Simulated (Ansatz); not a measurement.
Runs of Ansatz 0.2.0 on GaGe. Symmetry: F-43m, No. 216, cubic system. The conventional cell has a = 5.796 Å, b = 5.796 Å, c = 5.796 Å, α = 90.00°, β = 90.00°, γ = 90.00°. Around Ge (site symmetry -43m) lie 4 Ga at 2.51 Å. Around Ga (site symmetry -43m) lie 4 Ge at 2.51 Å. The cell comes from a database or a generator and needn't be the stable form of this composition.

```csv
level,share of exact exchange,gap on the mesh (eV),pressure (GPa)
PBE0 form with a typed share of exact exchange,0.1,none,-0.8
PBE0 form with a typed share of exact exchange,0.5,none,-3.1
PBE0 form with a typed share of exact exchange,0,none,(b)
PBE0 form with a typed share of exact exchange,0.35,none,(a)
PBE0 form with a typed share of exact exchange,0.15,none,-1.1
PBE0,0.25,none,-1.7
```

Alike in all rows: task single point; potentials or basis Ansatz PAW; no spin polarisation; cell as given; k mesh 5 × 5 × 5; cutoff (eV) 420; smearing fermi-dirac 0.05 eV; the mesh is coarse, so values aren't converged.

**Question.** Estimate the missing entries.

**Answer.** (a) -2.3; (b) -0.2.

Caveats: all runs use coarse meshes; the PAW data sets come from PBE, with cores solved anew for the run's functional, which leaves a small shift of forces and pressure (some runs); the thresholds are loose for stress (some runs); the PAW data sets were made with another functional, which shifts forces and pressure a little (some runs).

A k mesh can miss the band edges, and the runs leave out spin-orbit coupling on Ga, Ge.

A gap of «none» marks a metal or a gap under the smearing width.
